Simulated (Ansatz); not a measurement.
EuMo:

```xyz
2
Lattice="3.5314 0.0000 0.0000 0.0000 3.5314 0.0000 0.0000 0.0000 3.5314" Properties=species:S:1:pos:R:3 pbc="T T T"
Eu    1.7657    1.7657    1.7657
Mo    0.0000    0.0000    0.0000
```

The cell was built by a generator and needn't be a form met in nature.

| Property | Result |
| --- | --- |
| Program | Ansatz 0.2.0 |
| Task | relaxation of cell and atoms |
| Functional | revPBE |
| Potentials or basis | Ansatz PAW |
| Cutoff | 420 eV (not typed: the program's choice for these potentials) |
| k mesh | 6 × 6 × 6 |
| Occupations | fermi-dirac, width 0.05 eV |
| Spin | collinear spin, ferromagnetic start |
| Starting moments | [7.0, 1.0] μB |

At the start: volume 22.02 Å³/atom.

**Question.** How do energy, volume and symmetry change on relaxing?

**Answer.** It ends after 5 steps and the volume is 24.44 Å³/atom (+11.0 %); space group Pm-3m (No. 221, to 0.05 Å); moment 3.99 μB per cell.

Step by step:
```tsv
step	energy change (eV)	largest force (eV/Å)	volume (Å³)
1	0.0000	0.0000	44.04
2	-0.0314	0.0000	45.89
3	-0.0535	0.0000	48.78
4	-0.0535	0.0000	48.88
5	-0.0547	0.0000	48.88
```

Final structure:
```xyz
2
Lattice="3.6564 0.0000 0.0000 0.0000 3.6564 0.0000 0.0000 0.0000 3.6564" Properties=species:S:1:pos:R:3 pbc="T T T"
Eu    1.8282    1.8282    1.8282
Mo    0.0000    0.0000    0.0000
```

Caveat: the plane-wave basis is chosen anew once the cell has moved, so the energies of steps on either side of that aren't comparable; without U or exact exchange the open f shell lies at the Fermi level, which spoils levels, moments and volumes; the PAW data sets come from PBE, with cores solved anew for the run's functional, which leaves a small shift of forces and pressure; the starting moments weren't kept.
